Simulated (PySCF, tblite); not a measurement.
# C₇H₇BO: geometry, infrared bands and NMR shifts

Wanted: the infrared bands and NMR shifts of C₇H₇BO (`C=C=CBc1ccco1`), by calculation.

Programs: tblite 0.8.0 and PySCF 2.14.0, with density-fitted response routines of our own. Each step states its level of theory. These are calculated values for one molecule in the gas phase, unless marked as measured. Atoms count from 0, in the outputs and in this text.

## (1) The molecule as given

16 atoms, charge 0, multiplicity 1; geometry from: force field or distance geometry start.

Bonds of the start (Å): C0–C1 1.32, C1–C2 1.29, C2–B3 1.57, B3–C4 1.57, C4–C5 1.39, C5–C6 1.37, C6–C7 1.39, C7–O8 1.31, O8–C4 1.31, C0–H9 1.08, C0–H10 1.08, C2–H11 1.08, B3–H12 1.18, C5–H13 1.08, C6–H14 1.08, C7–H15 1.09.

## (2) Optimising the geometry with GFN2-xTB

What the job is given:

```
{"job": {"kind": "relax", "xc": "GFN2-xTB", "basis": "xTB"}, "charge": 0, "multiplicity": 1}
C      4.103900     0.241200    -0.201000
C      2.819700     0.418900     0.021100
C      1.562500     0.581300     0.265400
B      0.499500    -0.360600    -0.396700
C     -1.027400    -0.172300    -0.108600
C     -2.047700    -0.947600    -0.636000
C     -3.210100    -0.411200    -0.135400
C     -2.829400     0.657100     0.663700
O     -1.522800     0.768700     0.649600
H      4.816300     0.905300     0.256700
H      4.421400    -0.561500    -0.846000
H      1.227200     1.387700     0.909200
H      0.850700    -1.247100    -1.083400
H     -1.943700    -1.798700    -1.298200
H     -4.220900    -0.753500    -0.318000
H     -3.506800     1.301300     1.222700
```

Started as:

```
> OMP_NUM_THREADS=1 python probes_run.py task.json out
```

The driver reads the jobs from task.json and runs them one after another.

**Question.** This job is followed by: GFN2-xTB harmonic vibrations, gas phase; GIAO PBE0/pcSseg-1 NMR shielding, non-relativistic, gas phase. What will the session give for the following? strongest single infrared mode (GFN2-xTB); zero-point energy (GFN2-xTB); 13C shifts against TMS (PBE0/pcSseg-1); 1H shifts against TMS (PBE0/pcSseg-1, means over atoms taken as alike); 11B shifts against BF3·OEt2 (PBE0/pcSseg-1); 17O shifts against H2O (PBE0/pcSseg-1).

As calculated:

| quantity | value |
| --- | --- |
| strongest single infrared mode (GFN2-xTB) | 2053 cm⁻¹, 701 km/mol |
| zero-point energy (GFN2-xTB) | 73.0 kcal/mol |
| 13C shifts against TMS (PBE0/pcSseg-1) | 239.0, 171.9, 155.8, 141.1, 119.5, 93.9, 69.0 ppm |
| 1H shifts against TMS (PBE0/pcSseg-1, means over atoms taken as alike) | 7.93, 7.66, 6.88, 6.78, 6.22, 4.80 ppm |
| 11B shifts against BF3·OEt2 (PBE0/pcSseg-1) | 49.1 ppm |
| 17O shifts against H2O (PBE0/pcSseg-1) | 320.0 ppm |

In words: Over 83 steps the energy fell by 1.635 eV; of the close pairs, C4–O8 changed most, 1.306 to 1.365 Å. All 42 modes are real, so the xTB geometry is a minimum. The strongest single mode, at 2053 cm⁻¹, moves mainly C1. Unscaled tight-binding wavenumbers are off by several per cent, some by more. Its intensities can rank the bands wrongly. The most deshielded carbon is C1 (central carbon of an allene), at 239.0 ppm: the central sp carbon of an allene is among the most deshielded carbons of hydrocarbons. At PBE0/pcSseg-1: The largest span, 418 ppm, is at O8, where the paramagnetic term is -381 ppm. NICS(1)zz of -27 ppm above the planar ring from C4 marks a diatropic (aromatic) ring current.
